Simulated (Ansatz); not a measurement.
# GeP4: from a guess to a relaxed structure, part 2 of 2

The task: take a trial cell of GeP4 to zero force and stress.

Ansatz 0.2.0; DFT PBE, scalar-relativistic, plane waves, PAW. The steps go on from the part before.

## (4) Relaxation on the finer mesh

The end of the coarse run is made exact in the group found at a tolerance of 0.06 Å and reduced to its primitive cell.

Contents of input.yaml:

```yaml
crystal:
  lattice:
    - [-2.31464903, 2.31464903, 3.8347963615]
    - [2.31464903, -2.31464903, 3.8347963615]
    - [2.31464903, 2.31464903, -3.8347963615]
  atoms:
    - { symbol: Ge, position: [0.0, 0.0, 0.0] }
    - { symbol: P, position: [0.25, 0.75, 0.5] }
    - { symbol: P, position: [0.75, 0.25, 0.5] }
    - { symbol: P, position: [0.3406079791, 0.3406079791, 0.0] }
    - { symbol: P, position: [0.6593920209, 0.6593920209, 0.0] }
basis:
  ecutwfc: 420
kpoints:
  mp_grid: { grid: [12, 12, 12] }
hamiltonian:
  xc: pbe
scf:
  occupations: { method: gaussian, width: 0.1 }
output:
  forces: true
  stress: true
  eigenvalues: true
  write_density: true
  write_potential: true
  elf: true
  volumetric_format: npy
relax:
  adjacent_minimum: "off"
  f_tol: 0.01
  max_steps: 80
  cell: { stress_tol: 0.05 }
```

Started as:

```sh
ansatz run input.yaml --threads 1 --pin off --max-ram 2560MiB --backend cpu --events-out ev --progress --plain --runs-dir out
```

The log of the run:

```text
Warning: RAYON_NUM_THREADS=1 ignored (pool sized by the plan → 1); use --threads N
Engine: ansatz 0.2.0, aarch64-unknown-linux-gnu
Pseudopotentials: kind: paw
Pseudopotential: Ge, paw, valence charge 14, recommended cutoff 420 eV (normal), Ge.paw.azcp
Pseudopotential: P, paw, valence charge 5, recommended cutoff 420 eV (normal), P.paw.azcp
Functional definition: PBE
  parameter kappa = 0.804
  parameter beta = 0.06672455060314922
  exchange = pbe_x(kappa = kappa, mu = beta*pi^2/3)
  correlation = pbe_c(beta = beta)
Crystal: 5 atoms, lattice volume = 82.181 Å³
Basis set: ecut = 420 eV, 1621 PW (Γ), exchange–correlation on 72×72×72 points (8 copies of the dense FFT grid, shifted against one another)
Bands: 22, of which v1, the nominal top of the filled ones, is band 17 counted from 1 (16 counted from 0)
Symmetry: 16 space group operations
Space group: I4/mmm (ITA 139), of the structure as read, at distance tolerance 4.3e-5 Å
k-points: 163 of 1728
Non-local potential: Ge, projectors of the file, l = 0: 2, l = 1: 2, l = 2: 3, l = 3: 1
Non-local potential: P, projectors of the file, l = 0: 2, l = 1: 2, l = 2: 2
PAW form: soft (Blöchl's): semilocal exchange-correlation on the pseudo side does not see the compensation charge
PAW one-centre angular grid: Ge, 590 points (default); XC on 64 Gauss nodes
PAW one-centre angular grid: P, 110 points (default); XC on 64 Gauss nodes
Initial density: superposition of atomic densities (neutral atoms: chi_scale 0, normalization atom), corrected by the library's trained network
Initial wavefunctions: pseudopotential atomic-orbital guess
Functional: x = pbe(κ = 0.804, μ = 0.2195149727645171), c = pbe(β = 0.06672455060314922)
SCF iter   1: F=—  HF=-7315.775333 eV  |F-HF|=—  |Δ(HF+E_count)|=         —  Δρ=2.49e-3  dr2=2.10e-3  ethr=1.77e-3  ⟨swp⟩=6.7  Hψ=19365  notcnv=0
preconditioner: auto → Kerker (q_TF=auto, 2.355 Å⁻¹)  [metal: Δε(μ)=0.012 eV  Ē_g=8.576 eV  σ=0.100 eV  W_gap=0.07  n_scr=14 (ndim 8)  ℏωp=20.1 eV  f_vac=0.000  D(μ)=2.28/eV (n_scr^D=14)]
SCF iter   2: F=—  HF=-7315.775416 eV  |F-HF|=—  |Δ(HF+E_count)|=   8.34e-5  Δρ=1.47e-3  dr2=7.85e-4  ethr=6.17e-6  ⟨swp⟩=2.8  Hψ=7055  notcnv=0  defer=2
SCF iter   3: F=—  HF=-7315.775886 eV  |F-HF|=—  |Δ(HF+E_count)|=   4.70e-4  Δρ=1.77e-4  dr2=2.12e-5  ethr=2.31e-6  ⟨swp⟩=2.8  Hψ=5480  notcnv=0  defer=2
SCF iter   4: F=—  HF=-7315.775892 eV  |F-HF|=—  |Δ(HF+E_count)|=   5.75e-6  Δρ=6.56e-5  dr2=3.19e-6  ethr=6.23e-8  ⟨swp⟩=2.7  Hψ=6166  notcnv=0  defer=2
SCF iter   5: F=—  HF=-7315.775894 eV  |F-HF|=—  |Δ(HF+E_count)|=   2.25e-6  Δρ=2.70e-5  dr2=5.24e-7  ethr=9.37e-9  ⟨swp⟩=2.0  Hψ=6030  notcnv=0  defer=2
SCF iter   6: F=-7315.775894 eV  HF=-7315.775894 eV  |F-HF|=3.08e-9  |Δ(HF+E_count)|=   4.10e-7  Δρ=8.13e-6  dr2=7.63e-8  ethr=2.94e-10  ⟨swp⟩=12.8  Hψ=31634  notcnv=0
SCF 1 converged in 6 iterations: F = -7315.775894 eV  dr2 = 7.63e-8
relax step   1: F+E_penalty+E_count = -7315.77589369 eV  Δ(F+E_penalty+E_count) = +0.000e0 eV  max|allowed force component| = 1.124e-1 eV/Å  Δτ_max = 0.0000 Å  P = +0.760 GPa  Ω = 82.181 Å³  (6 SCF iters, dr2 threshold 1.00e-7 eV, accepted)
Crystal: 5 atoms, lattice volume = 82.680 Å³
Initial density: handed on by an earlier stage of this run
Initial wavefunctions: those handed on with the density
iter 1 solved again at ethr=3.81e-7 eV; its pass at ethr=3.10e-3 eV (dr2=1.30e-4 eV) is discarded
SCF iter   1: F=—  HF=-7315.778475 eV  |F-HF|=—  |Δ(HF+E_count)|=         —  Δρ=3.76e-4  dr2=1.47e-4  ethr=3.81e-7  ⟨swp⟩=3.0  Hψ=22073  notcnv=0
preconditioner: auto → Kerker (q_TF=auto, 2.353 Å⁻¹)  [metal: Δε(μ)=0.009 eV  Ē_g=8.542 eV  σ=0.100 eV  W_gap=0.05  n_scr=14 (ndim 8)  ℏωp=20.0 eV  f_vac=0.000  D(μ)=2.32/eV (n_scr^D=14)]
SCF iter   2: F=—  HF=-7315.778450 eV  |F-HF|=—  |Δ(HF+E_count)|=   2.52e-5  Δρ=2.25e-4  dr2=5.28e-5  ethr=3.81e-7  ⟨swp⟩=1.1  Hψ=3595  notcnv=0
SCF iter   3: F=—  HF=-7315.778437 eV  |F-HF|=—  |Δ(HF+E_count)|=   1.23e-5  Δρ=2.99e-5  dr2=8.05e-7  ethr=1.55e-7  ⟨swp⟩=2.1  Hψ=5125  notcnv=0
SCF iter   4: F=-7315.778437 eV  HF=-7315.778437 eV  |F-HF|=2.06e-7  |Δ(HF+E_count)|=   2.05e-8  Δρ=1.32e-5  dr2=1.18e-7  ethr=1.47e-9  ⟨swp⟩=12.5  Hψ=28395  notcnv=0
SCF 2 converged in 4 iterations: F = -7315.778437 eV  dr2 = 1.18e-7
  Residual-converged pass: ⟨swp⟩=1.0  Hψ=4241  notcnv=0  max |occ|·‖R‖ = 7.1e-9 eV (tolerance 1.0e-8 eV)  dr2=1.18e-7  dr2_onsite=1.85e-7  max |Δocc| = 3.2e-10
relax step   2: F+E_penalty+E_count = -7315.77843710 eV  Δ(F+E_penalty+E_count) = -2.543e-3 eV  max|allowed force component| = 4.424e-2 eV/Å  Δτ_max = 0.0049 Å  P = +0.268 GPa  Ω = 82.680 Å³  energy of the carried Pulay correction = -8.406e-5 eV  (4 SCF iters, dr2 threshold 5.00e-7 eV, accepted)
Crystal: 5 atoms, lattice volume = 82.949 Å³
Basis set: ecut = 420 eV, 1629 PW (Γ), exchange–correlation on 72×72×72 points (8 copies of the dense FFT grid, shifted against one another)
iter 1 solved again at ethr=1.22e-7 eV; its pass at ethr=3.10e-3 eV (dr2=4.16e-5 eV) is discarded
SCF iter   1: F=—  HF=-7315.778818 eV  |F-HF|=—  |Δ(HF+E_count)|=         —  Δρ=2.13e-4  dr2=4.80e-5  ethr=1.22e-7  ⟨swp⟩=3.0  Hψ=22035  notcnv=0
preconditioner: auto → Kerker (q_TF=auto, 2.351 Å⁻¹)  [metal: Δε(μ)=0.009 eV  Ē_g=8.525 eV  σ=0.100 eV  W_gap=0.05  n_scr=14 (ndim 8)  ℏωp=20.0 eV  f_vac=0.000  D(μ)=2.33/eV (n_scr^D=14)]
SCF iter   2: F=—  HF=-7315.778808 eV  |F-HF|=—  |Δ(HF+E_count)|=   1.06e-5  Δρ=1.29e-4  dr2=1.78e-5  ethr=1.22e-7  ⟨swp⟩=1.0  Hψ=3590  notcnv=0
SCF iter   3: F=—  HF=-7315.778804 eV  |F-HF|=—  |Δ(HF+E_count)|=   4.06e-6  Δρ=1.79e-5  dr2=2.90e-7  ethr=8.45e-10  ⟨swp⟩=11.3  Hψ=30305  notcnv=0
SCF iter   4: F=-7315.778803 eV  HF=-7315.778803 eV  |F-HF|=4.66e-8  |Δ(HF+E_count)|=   3.25e-8  Δρ=8.56e-6  dr2=6.45e-8  ethr=8.45e-10  ⟨swp⟩=9.2  Hψ=21856  notcnv=0
SCF 3 converged in 4 iterations: F = -7315.778803 eV  dr2 = 6.45e-8
relax step   3: F+E_penalty+E_count = -7315.77880344 eV  Δ(F+E_penalty+E_count) = -3.663e-4 eV  max|allowed force component| = 3.733e-3 eV/Å  Δτ_max = 0.0031 Å  P = +0.007 GPa  Ω = 82.949 Å³  energy of the carried Pulay correction = -1.292e-4 eV  (4 SCF iters, dr2 threshold 2.87e-7 eV, accepted)
Initial wavefunctions: pseudopotential atomic-orbital guess (no wavefunctions were taken with the density)
iter 1 solved again at ethr=1.18e-7 eV; its pass at ethr=3.10e-3 eV (dr2=4.03e-5 eV) is discarded
SCF iter   1: F=—  HF=-7315.778607 eV  |F-HF|=—  |Δ(HF+E_count)|=         —  Δρ=2.58e-4  dr2=1.18e-6  ethr=1.18e-7  ⟨swp⟩=4.3  Hψ=29222  notcnv=0
SCF iter   2: F=—  HF=-7315.778857 eV  |F-HF|=—  |Δ(HF+E_count)|=   2.50e-4  Δρ=1.31e-4  dr2=3.20e-7  ethr=3.48e-9  ⟨swp⟩=2.7  Hψ=6177  notcnv=0
SCF iter   3: F=—  HF=-7315.778943 eV  |F-HF|=—  |Δ(HF+E_count)|=   8.67e-5  Δρ=9.62e-6  dr2=1.03e-8  ethr=9.42e-10  ⟨swp⟩=2.0  Hψ=6206  notcnv=0
SCF iter   4: F=—  HF=-7315.778944 eV  |F-HF|=—  |Δ(HF+E_count)|=   4.11e-7  Δρ=1.72e-6  dr2=2.53e-9  ethr=3.02e-11  ⟨swp⟩=2.0  Hψ=6309  notcnv=0
SCF iter   5: F=—  HF=-7315.778944 eV  |F-HF|=—  |Δ(HF+E_count)|=   6.09e-9  Δρ=3.89e-7  dr2=2.37e-10  ethr=7.44e-12  ⟨swp⟩=2.5  Hψ=5487  notcnv=0
SCF iter   6: F=-7315.778944 eV  HF=-7315.778944 eV  |F-HF|=9.09e-13  |Δ(HF+E_count)|=  1.91e-11  Δρ=9.56e-8  dr2=9.09e-12  ethr=1.00e-12  ⟨swp⟩=8.7  Hψ=19899  notcnv=0
SCF 4 converged in 6 iterations: F = -7315.778944 eV  dr2 = 9.09e-12
relax step   4: F+E_penalty+E_count = -7315.77894385 eV  Δ(F+E_penalty+E_count) = -1.404e-4 eV  max|allowed force component| = 3.707e-3 eV/Å  Δτ_max = 0.0000 Å  P = +0.010 GPa  Ω = 82.949 Å³  stress off target by 1.24e-2 GPa  SCF on the basis re-selected at this cell (its energy is not comparable with the rows above)  (6 SCF iters)
basis re-selected at this cell: Δ(F+E_penalty+E_count) = -1.404e-4 eV, ΔP = +0.003 GPa vs the last step (what re-selecting the basis moved, of the pressure what is left beyond the Pulay correction that the steps carried, after the strain that the cell walked since its last selection, with what the two solves' SCF thresholds leave and, on support functions, any second-order correction that the steps lacked; it is no measure of the basis error at this ecutwfc). This SCF's stress stands 1.24e-2 GPa from its target on what of the cell is left free (relax.cell.stress_tol is 5.00e-2 GPa) and its largest allowed force component is 3.71e-3 eV/Å (relax.f_tol is 1.00e-2 eV/Å): within both
SCF converged after 6 iterations
Free energy (F): -7315.778944 eV
Harris-Foulkes:  -7315.778944 eV  (|F-HF|=9.09e-13)
Internal energy: -7315.767274 eV  (E = F + TS)
E sigma→0 (E₀):  -7315.773109 eV
Entropy (-TS):   -0.011670 eV (-2.334 meV/atom)
Fermi energy:    10.029515 eV
--- Per-component energies (eV) ---
  E_band       = -60.786805
  E_kinetic    = 391.128065
  E_local      = -2665.090062  (includes V_loc(G=0)·N_el)
  E_nonlocal   = 548.071315
  E_hartree    = 1153.768059
  E_xc         = -321.712139
  E_vxc        = -308.153354  (∫ρ·V_xc dr)
  E_paw        = -4292.148857  (= ΣΔE_a)
  E_vpaw       = -334.279297  (= ΣTr[D̂ρ^β])
  E_aug_tail   = 0.000336  (compensation charges beyond the density's cutoff)
  E_ewald      = -2129.783990
  E_smearing   = -0.011670  (= −TS)
  E_closure    = 0.000000  (closes the sum)
  Σ components = -7315.778944   (vs F -7315.778944, Δ=0.00e0)
--- Forces (eV/Å), atoms counted from 1 ---
  atom   1  Ge     0.00000000     0.00000000     0.00000000
  atom   2  P      0.00000000     0.00000000     0.00000000
  atom   3  P      0.00000000     0.00000000     0.00000000
  atom   4  P      0.00000000     0.00000000     0.00370736
  atom   5  P      0.00000000     0.00000000    -0.00370736
  max |Σ_I F_I| component: 1.39e-17 eV/Å
--- Stress (GPa, compression-positive) ---
        0.012433      -0.000000       0.000000
       -0.000000       0.012433       0.000000
        0.000000       0.000000       0.006241
  P = ⅓ Tr σ = 0.0104 GPa (0.104 kbar)
--- Band table (eV; the first three rows and the last of 163) ---
  k-point 0: bands = ["-14.8112", "-14.8064", "-14.8062", "-14.8009", "-14.8009", "-5.6650", "0.3130", "0.6670", "2.3217", "3.1317", "3.1317", "4.0930", "5.3952", "5.8763", "5.8763", "7.5574", "7.6054", "8.3530", "8.3530", "12.2384", "14.0616", "16.0252"]
  k-point 1: bands = ["-14.8112", "-14.8063", "-14.8063", "-14.8010", "-14.8009", "-5.5773", "0.0835", "0.3663", "2.1291", "3.4480", "3.5950", "3.8826", "5.5575", "5.6163", "5.7706", "7.2055", "7.7000", "8.8750", "9.0550", "12.7517", "13.6091", "15.4799"]
  k-point 2: bands = ["-14.8111", "-14.8064", "-14.8060", "-14.8012", "-14.8007", "-5.3152", "-0.3880", "-0.1940", "1.6122", "3.1546", "4.1430", "4.6399", "5.4078", "5.4462", "6.0757", "7.1131", "8.3366", "9.6189", "10.2374", "12.5763", "14.1381", "14.3544"]
  k-point 162: bands = ["-14.8112", "-14.8069", "-14.8060", "-14.7999", "-14.7999", "-4.6426", "-1.9171", "0.2684", "0.3476", "2.2812", "2.2812", "6.5256", "6.7788", "6.7788", "7.9593", "9.6912", "9.7446", "10.8005", "11.8888", "11.8888", "13.1461", "13.3468"]
--- Relaxed structure (3 steps of the walk, 3 accepted, 1 SCFs on fresh bases) ---
  F+E_penalty+E_count = -7315.77894385 eV   max|allowed force component| = 3.707e-3 eV/Å   (the final SCF, on the basis selected at the relaxed cell)
  cell:  # Å, volume = 82.9486 Å³
    - [-2.317653343468892, 2.317653343468892, 3.860574476722318]
    - [2.317653343468892, -2.317653343468892, 3.860574476722318]
    - [2.317653343468892, 2.317653343468892, -3.860574476722318]
  atoms:
    - { symbol: Ge, position: [-3.3927293246770886e-20, -3.3927293246772824e-20, -1.9266120016985396e-33] }
    - { symbol: P, position: [0.24999999999999997, 0.75, 0.5] }
    - { symbol: P, position: [0.75, 0.24999999999999997, 0.5] }
    - { symbol: P, position: [0.34165629645844714, 0.34165629645844714, 5.441501014323093e-34] }
    - { symbol: P, position: [0.6583437035415528, 0.6583437035415528, 5.771600514933845e-34] }
```

Run time: 76 s. Hardware: 1 thread of Arm Neoverse V2, shared host; peak memory 0.54 GiB.

Step by step:

| step | E - E(step 1) (eV/cell) | largest force component (eV/Å) | pressure (GPa) | volume (Å³) |
| --- | --- | --- | --- | --- |
| 1 | 0.0000 | 0.1124 | 0.76 | 82.18 |
| 2 | -0.0025 | 0.0442 | 0.27 | 82.68 |
| 3 | -0.0029 | 0.0037 | 0.01 | 82.95 |
| 4 | -0.0030 | 0.0037 | 0.01 | 82.95 |

Step 1 is the start. Step 4 repeats the geometry before it on a plane-wave basis chosen anew for that cell, so its energy need not be comparable with the rows above.

Lengths and angles in the start's conventional setting:

|  | before | after | change |
| --- | --- | --- | --- |
| a (Å) | 4.629 | 4.635 | +0.1 % |
| b (Å) | 4.629 | 4.635 | +0.1 % |
| c (Å) | 7.670 | 7.721 | +0.7 % |
| volume (Å³/atom) | 16.44 | 16.59 | +0.9 % |
| shortest distance (Å) | 2.417 | 2.423 | +0.3 % |
| space group (0.01 Å) | I4/mmm | I4/mmm | same |

The run keeps the 16 symmetry operations of the start, so it could not have lowered the symmetry.

The maps below are laid out on this run's own conventional cell (a, b, c = 4.635, 4.635, 7.721 Å).

Density in a lattice plane of the grid's cell (edges 4.64 and 7.72 Å, at 0.000 of the third edge), which holds Ge and P.

Ten even steps from '0' (0.03 e/Å³) to '9' (56.38 e/Å³):
```
20000000000000
00000000000000
00000000000000
00000000000000
00000000000000
00000000000000
00000000000000
00000000000000
00000000000000
00000000000000
00000000000000
00000000000000
00000000000000
00000000000000
00000000000000
00000000000000
00000000000000
00000000000000
20000000000000
93000000000003
```
Columns run along the first of these edges and rows up along the second, over one cell in 14 and 20 even steps from the bottom left corner. Atoms in the plane (fractional): Ge at (0.00, 0.00), P at (0.50, 0.25), P at (0.50, 0.75), P at (0.00, 0.34), P at (0.00, 0.66).

ELF in the same plane.

Ten even steps from ' ' (0.01) to '@' (0.89):
```
  ..====--::::::::::--====..
========--++##%%##++--======
====----++%%@@@@@@%%++----==
**++====##%%==..==%%##====**
##%%####%%##      ##%%####%%
  --%%%%%%@@++..++@@%%%%%%--
    %%%%##%%@@@@@@%%##%%%%  
==**%%##==++##%%##++==##%%**
@@@@##==....::::::....==##@@
%%%%++::              ::++%%
@@@@##==....::::::....==##@@
==**%%##==++##%%##++==##%%**
    %%%%##%%@@@@@@%%##%%%%  
  --%%%%%%@@++..++@@%%%%%%--
##%%####%%##      ##%%####%%
****====##%%==..==%%##====++
====----++%%@@@@@@%%++----==
========--++##%%##++--======
  ..====--::::::::::--====..
--  --====..      ..====--  
```
Columns run along the first of these edges and rows up along the second, over one cell in 14 and 20 even steps from the bottom left corner. Atoms in the plane (fractional): Ge at (0.00, 0.00), P at (0.50, 0.25), P at (0.50, 0.75), P at (0.00, 0.34), P at (0.00, 0.66).

Both are smooth fields of the valence electrons: close to the nuclei they are not physical.

Outside the cores ELF peaks at 0.89 on the P–P line, 0.8 Å from P; 0.84 beside P, off the lines to its neighbours, 0.8 Å from P; 0.45 beside Ge, off the lines to its neighbours, 1.2 Å from Ge.

## (5) Variant: occupations.method fermi_dirac, occupations.width 0.15

input.yaml, as its differences from that of step 4:

```diff
@@ -18,11 +18,7 @@
 scf:
-  occupations: { method: gaussian, width: 0.1 }
+  occupations: { method: fermi_dirac, width: 0.15 }
 output:
   forces: true
+  eigenvalues: true
   stress: true
-  eigenvalues: true
-  write_density: true
-  write_potential: true
-  elf: true
-  volumetric_format: npy
 relax:
```

Started as:

```sh
ansatz run input.yaml --threads 1 --pin off --max-ram 2560MiB --backend cpu --events-out ev --progress --plain --runs-dir out
```

The log of the run, cut to the lines that bear on the results:

```text
Warning: RAYON_NUM_THREADS=1 ignored (pool sized by the plan → 1); use --threads N
[...]
Pseudopotentials: kind: paw
Pseudopotential: Ge, paw, valence charge 14, recommended cutoff 420 eV (normal), Ge.paw.azcp
Pseudopotential: P, paw, valence charge 5, recommended cutoff 420 eV (normal), P.paw.azcp
Functional definition: PBE
[...]
Crystal: 5 atoms, lattice volume = 82.181 Å³
Basis set: ecut = 420 eV, 1621 PW (Γ), exchange–correlation on 72×72×72 points (8 copies of the dense FFT grid, shifted against one another)
Bands: 22, of which v1, the nominal top of the filled ones, is band 17 counted from 1 (16 counted from 0)
Symmetry: 16 space group operations
Space group: I4/mmm (ITA 139), of the structure as read, at distance tolerance 4.3e-5 Å
k-points: 163 of 1728
[...]
SCF iter   1: F=—  HF=-7315.849196 eV  |F-HF|=—  |Δ(HF+E_count)|=         —  Δρ=2.50e-3  dr2=2.26e-3  ethr=1.77e-3  ⟨swp⟩=6.6  Hψ=19205  notcnv=0
[...]
       -0.001233       0.000000       0.000000
        0.000000      -0.001233       0.000000
       -0.000000      -0.000000       0.035326
  P = ⅓ Tr σ = 0.0110 GPa (0.110 kbar)
--- Band table (eV; the first three rows and the last of 163) ---
[... band rows left out ...]
[...]
--- Relaxed structure (3 steps of the walk, 3 accepted, 1 SCFs on fresh bases) ---
  F+E_penalty+E_count = -7315.85412614 eV   max|allowed force component| = 8.734e-4 eV/Å   (the final SCF, on the basis selected at the relaxed cell)
  cell:  # Å, volume = 83.0339 Å³
    - [-2.31610733619668, 2.31610733619668, 3.8697049727181594]
    - [2.31610733619668, -2.31610733619668, 3.8697049727181594]
    - [2.31610733619668, 2.31610733619668, -3.8697049727181594]
  atoms:
    - { symbol: Ge, position: [-5.654548874461809e-20, -5.654548874462071e-20, -2.509704978796721e-33] }
    - { symbol: P, position: [0.25, 0.75, 0.5] }
    - { symbol: P, position: [0.75, 0.25, 0.5] }
    - { symbol: P, position: [0.3418499946434915, 0.3418499946434915, 8.045523702997024e-34] }
    - { symbol: P, position: [0.6581500053565086, 0.6581500053565086, 8.11576078137545e-34] }
```

Run time: 68 s. Hardware: 1 thread of Arm Neoverse V2, shared host; peak memory 0.53 GiB.

```csv
run,ending,energy change,pressure (GPa),gap (eV),force (eV/Å),cycles,time
step 4,converged,0,0.0,0.00,0.00,-,76 s
variant,converged,-0.1 meV/atom (σ→0),0.0,0.00,0.00,21,68 s
```

Changing the smearing moves the energy by -0.1 meV/atom (σ→0 values), and the final volume goes from 82.95 to 83.03 Å³.

## (6) What came out

The summary covers parts 1 to 2. Changes of volume or cell count from the first structure of part 1.

| quantity | value |
| --- | --- |
| symmetry at the end (tolerance 0.05 Å) | space group I4/mmm (No. 139) |
| conventional cell | a = 4.635 Å, b = 4.635 Å, c = 7.721 Å, α = 90.00°, β = 90.00°, γ = 90.00° |
| volume | 16.59 Å³/atom |
| energy over the elements, black P | +0.38 eV/atom |
| gap on the mesh | none (metal) |

What this shows: The space group I4/mmm (No. 139) is kept, and the volume per atom shrinks by 29.8 % from the first guess. With a positive formation energy it can't be a ground state. No finished test with a distortion of lower symmetry is shown, so the end may be a saddle point.
